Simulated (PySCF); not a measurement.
# One shape, several levels: CH5FSeSi (SMILES C[SiH](F)[SeH])

We compute a comparison of 5 runs (HF/3-21G, HF/pcseg-1, PBE0/3-21G, B3LYP/6-31G*, TPSS/cc-pVTZ) of CH5FSeSi. The job is set up through a Python script.

The calculation is run with PySCF 2.14.0.

**1. Starting point**

The species is CH5FSeSi (9 atoms), meant as a singlet with charge 0. As SMILES, `C[SiH](F)[SeH]`. Geometry: relaxed at PBE0-D4/def2-TZVP. This is one conformer, not always the lowest.

Bond lengths: C1–Si2 1.852 Å, Si2–F3 1.602 Å, Si2–Se4 2.267 Å, C1–H5 1.092 Å, C1–H6 1.092 Å, C1–H7 1.093 Å, Si2–H8 1.482 Å, Se4–H9 1.469 Å. Some angles: C1–Si2–F3 107.7°, C1–Si2–Se4 112.6°, F3–Si2–Se4 110.8°, C1–Si2–H8 113.7°, F3–Si2–H8 107.2°, Se4–Si2–H8 104.7°, Si2–C1–H5 110.4°, Si2–C1–H6 110.8°, Si2–C1–H7 110.2°, Si2–Se4–H9 92.9°.

**2. Energy and forces at HF/3-21G (run 1)**

input.xyz reads:

```xyz
9

C      0.022000     0.604500    -1.003100
Si     0.411300    -0.676600     0.276000
F      1.817000    -0.289700     0.939300
Se    -1.205500    -0.851300     1.856100
H     -0.903300     0.352100    -1.524800
H     -0.099000     1.587900    -0.543200
H      0.832300     0.665800    -1.734200
H      0.547800    -2.045000    -0.275300
H     -1.334100     0.606100     1.992200
```

job.py reads:

```python
import pyscf.grad
from pyscf import gto

mol = gto.Mole()
mol.atom = 'input.xyz'
mol.basis = '3-21g'
mol.max_memory = 1860
mol.verbose = 4
mol.build()

mf = mol.RHF()
mf.conv_tol = 1e-10
mf.kernel()
if not mf.converged:
    mf = mf.newton().run(mf.mo_coeff, mf.mo_occ)

e_final = mf.e_tot
print('Final energy', e_final)
grad = mf.Gradients().kernel()
mf.analyze()
```

Run with:

```console
$ OMP_NUM_THREADS=1 python job.py
```

Log:

```text
PySCF version 2.14.0

[... 63 lines left out ...]
converged SCF energy = -2815.41778864802
[... 18 lines left out ...]
DFT Exchange-Correlation Energy =     -122.883939474165800
[... 8 lines left out ...]
MO #7   energy= -26.1418290850919  occ= 2
[... 6 lines left out ...]
MO #14  energy= -4.28091642062329  occ= 2
[... 6 lines left out ...]
MO #21  energy= -2.52642721855195  occ= 2
[... 6 lines left out ...]
MO #28  energy= -0.613535590174412 occ= 2
[... 6 lines left out ...]
MO #35  energy= 0.153115656463525  occ= 0
[... 6 lines left out ...]
MO #42  energy= 0.340200102696335  occ= 0
[... 6 lines left out ...]
MO #49  energy= 0.734843804637823  occ= 0
[... 6 lines left out ...]
MO #56  energy= 1.32695857838443   occ= 0
[... 6 lines left out ...]
MO #63  energy= 3.81083675048958   occ= 0
[... 36 lines left out ...]
pop of  3 Se 4s           1.73641
pop of  3 Se 5s           0.00668
pop of  3 Se 2px          1.99998
pop of  3 Se 2py          1.99998
pop of  3 Se 2pz          1.99998
pop of  3 Se 3px          1.99988
pop of  3 Se 3py          1.99984
pop of  3 Se 3pz          1.99988
pop of  3 Se 4px          1.61851
pop of  3 Se 4py          1.16299
pop of  3 Se 4pz          1.64206
pop of  3 Se 5px          0.00237
pop of  3 Se 5py          0.00750
pop of  3 Se 5pz          0.00279
pop of  3 Se 3dxy         1.99983
pop of  3 Se 3dyz         1.99984
pop of  3 Se 3dz^2        1.99951
pop of  3 Se 3dxz         1.99940
pop of  3 Se 3dx2-y2      1.99897
pop of  4 H 1s            0.87088
pop of  4 H 2s            0.00864
pop of  5 H 1s            0.87561
pop of  5 H 2s            0.00869
pop of  6 H 1s            0.87014
pop of  6 H 2s            0.00876
pop of  7 H 1s            1.12280
pop of  7 H 2s            0.00297
pop of  8 H 1s            0.98129
pop of  8 H 2s            0.00335
 ** Mulliken atomic charges  **
charge of    0C =     -0.56515
charge of    1Si =      0.97841
charge of    2F =     -0.48403
charge of    3Se =     -0.17611
charge of    4H =      0.12049
charge of    5H =      0.11570
charge of    6H =      0.12110
charge of    7H =     -0.12576
charge of    8H =      0.01536
Dipole moment(X, Y, Z, Debye): -0.72849,  1.12408, -2.24100
```

Wall time 2.8 s (1 thread of Intel Xeon at 2.70GHz, shared host); peak memory 0.14 GiB.

**3. Energy and gradient at HF/pcseg-1 (run 2)**

input.py reads:

```python
import pyscf.grad
from pyscf import gto, scf

mol = gto.Mole()
mol.atom = '''
C      0.022000     0.604500    -1.003100
Si     0.411300    -0.676600     0.276000
F      1.817000    -0.289700     0.939300
Se    -1.205500    -0.851300     1.856100
H     -0.903300     0.352100    -1.524800
H     -0.099000     1.587900    -0.543200
H      0.832300     0.665800    -1.734200
H      0.547800    -2.045000    -0.275300
H     -1.334100     0.606100     1.992200
'''
mol.max_memory = 1860
mol.charge = 0
mol.verbose = 4
mol.basis = 'pcseg-1'
mol.build()

hf = scf.RHF(mol)
hf.conv_tol = 1e-10
hf.kernel()
if not hf.converged:
    hf = hf.newton().run(hf.mo_coeff, hf.mo_occ)

e_tot = hf.e_tot
print('E(%s) = %.9f' % ('HF', e_tot))
grad = hf.Gradients().kernel()
dip = hf.dip_moment()
pop, q = hf.mulliken_pop()
```

Run with:

```console
$ OMP_NUM_THREADS=1 python input.py
```

Log:

```text
PySCF version 2.14.0

[... 65 lines left out ...]
converged SCF energy = -2828.72162627705
[... 12 lines left out ...]
Dipole moment(X, Y, Z, Debye): -0.95258,  0.98501, -1.82815
[... 69 lines left out ...]
pop of  3 Se 4dxy         0.00065
pop of  3 Se 4dyz         0.00105
pop of  3 Se 4dz^2        0.01513
pop of  3 Se 4dxz         0.01964
pop of  3 Se 4dx2-y2      0.04034
pop of  4 H 1s            0.76195
pop of  4 H 2s            0.08586
pop of  4 H 2px           0.01130
pop of  4 H 2py           0.00383
pop of  4 H 2pz           0.00591
pop of  5 H 1s            0.76190
pop of  5 H 2s            0.08601
pop of  5 H 2px           0.00296
pop of  5 H 2py           0.01285
pop of  5 H 2pz           0.00527
pop of  6 H 1s            0.76031
pop of  6 H 2s            0.08475
pop of  6 H 2px           0.00921
pop of  6 H 2py           0.00329
pop of  6 H 2pz           0.00857
pop of  7 H 1s            0.77375
pop of  7 H 2s            0.41544
pop of  7 H 2px           0.00020
pop of  7 H 2py           0.00695
pop of  7 H 2pz           0.00125
pop of  8 H 1s            0.69695
pop of  8 H 2s            0.13941
pop of  8 H 2px           0.00306
pop of  8 H 2py           0.01258
pop of  8 H 2pz           0.00308
 ** Mulliken atomic charges  **
charge of    0C =     -0.57325
charge of    1Si =      1.27801
charge of    2F =     -0.52588
charge of    3Se =     -0.52222
charge of    4H =      0.13116
charge of    5H =      0.13101
charge of    6H =      0.13386
charge of    7H =     -0.19760
charge of    8H =      0.14492
```

It took 20 s on 1 thread of Intel Xeon at 2.70GHz, shared host; peak memory 0.21 GiB.

Runs 3 to 4 aren't shown in full; the table further down has their settings and results.

**4. Energy and forces at TPSS/cc-pVTZ (run 5)**

mol.xyz reads:

```xyz
9
CH5FSeSi
C      0.022000     0.604500    -1.003100
Si     0.411300    -0.676600     0.276000
F      1.817000    -0.289700     0.939300
Se    -1.205500    -0.851300     1.856100
H     -0.903300     0.352100    -1.524800
H     -0.099000     1.587900    -0.543200
H      0.832300     0.665800    -1.734200
H      0.547800    -2.045000    -0.275300
H     -1.334100     0.606100     1.992200
```

job.py reads:

```python
from pyscf import gto, dft

molecule = gto.M(
    atom='mol.xyz',
    max_memory=1860,
    basis='cc-pvtz',
    verbose=4,
    spin=0,
    charge=0,
)

myscf = dft.RKS(molecule, xc='tpss')
myscf.conv_tol = 1e-10
myscf.grids.level = 5
myscf.kernel()
if not myscf.converged:
    myscf = myscf.newton().run(myscf.mo_coeff, myscf.mo_occ)

energy = myscf.e_tot
print('Final energy', energy)
grad = myscf.nuc_grad_method().kernel()
dip = myscf.dip_moment()
pop, q = myscf.mulliken_pop()
```

Run with:

```console
$ OMP_NUM_THREADS=1 python job.py
```

Log:

```text
PySCF version 2.14.0

[... 82 lines left out ...]
converged SCF energy = -2832.18628544893
Final energy -2832.1862854489304
[... 12 lines left out ...]
Dipole moment(X, Y, Z, Debye): -0.67905,  0.93999, -1.46024
[... 178 lines left out ...]
pop of  6 H 3dxz          0.00039
pop of  6 H 3dx2-y2       0.00035
pop of  7 H 1s            0.24837
pop of  7 H 2s            0.57551
pop of  7 H 3s            0.25049
pop of  7 H 2px           0.00011
pop of  7 H 2py           0.00200
pop of  7 H 2pz           0.00042
pop of  7 H 3px           0.00316
pop of  7 H 3py           0.00998
pop of  7 H 3pz           0.00444
pop of  7 H 3dxy          0.00012
pop of  7 H 3dyz          0.00027
pop of  7 H 3dz^2         0.00008
pop of  7 H 3dxz          0.00005
pop of  7 H 3dx2-y2       0.00026
pop of  8 H 1s            0.23277
pop of  8 H 2s            0.52893
pop of  8 H 3s            0.15296
pop of  8 H 2px           0.00073
pop of  8 H 2py           0.00365
pop of  8 H 2pz           0.00077
pop of  8 H 3px           0.01329
pop of  8 H 3py           0.01739
pop of  8 H 3pz           0.01292
pop of  8 H 3dxy          0.00042
pop of  8 H 3dyz          0.00043
pop of  8 H 3dz^2         0.00022
pop of  8 H 3dxz          0.00003
pop of  8 H 3dx2-y2       0.00063
 ** Mulliken atomic charges  **
charge of    0C =     -0.30385
charge of    1Si =      0.54552
charge of    2F =     -0.25803
charge of    3Se =     -0.17954
charge of    4H =      0.08783
charge of    5H =      0.08409
charge of    6H =      0.08437
charge of    7H =     -0.09525
charge of    8H =      0.03485
```

It took 6.6 min on 1 thread of Intel Xeon at 2.70GHz, shared host; peak memory 1.7 GiB.

**5. Overview of the runs**

| run | level | integration grid | Cartesian functions | energy (Eh) | dipole moment (D) | HOMO energy (eV) | LUMO energy (eV) | wall time |
| --- | --- | --- | --- | --- | --- | --- | --- | --- |
| 1 | HF/3-21G | – | no | -2815.417789 | 2.61 | -9.91 | 4.17 | 2.8 s |
| 2 | HF/pcseg-1 | – | no | -2828.721626 | 2.28 | -9.94 | 3.29 | 20 s |
| 3 | PBE0/3-21G | 5 | no | -2817.845583 | 2.41 | -7.16 | 0.64 | 21 s |
| 4 | B3LYP/6-31G* (Cartesian functions) | 5 | yes | -2831.844517 | 2.10 | -6.88 | 0.23 | 42 s |
| 5 | TPSS/cc-pVTZ | 5 | no | -2832.186285 | 1.86 | -6.23 | -0.68 | 6.6 min |

**6. What came out**

```
                       quantity           value
            run 5: total energy  -2832.18629 Eh
           run 5: dipole moment          1.86 D
             run 5: HOMO energy        -6.23 eV
             run 5: LUMO energy        -0.68 eV
           run 5: HOMO–LUMO gap         5.55 eV
run 5: largest force on an atom      0.793 eV/Å
```

In words: The dipole moment (its size) runs from 1.86 D (TPSS/cc-pVTZ) to 2.61 D (HF/3-21G). The two ends differ in method and basis. The HOMO–LUMO gap runs from 5.55 eV (TPSS/cc-pVTZ) to 14.08 eV (HF/3-21G). Totals of different functionals can't be ranked against each other. All runs together took 8.1 min, the longest 6.6 min.
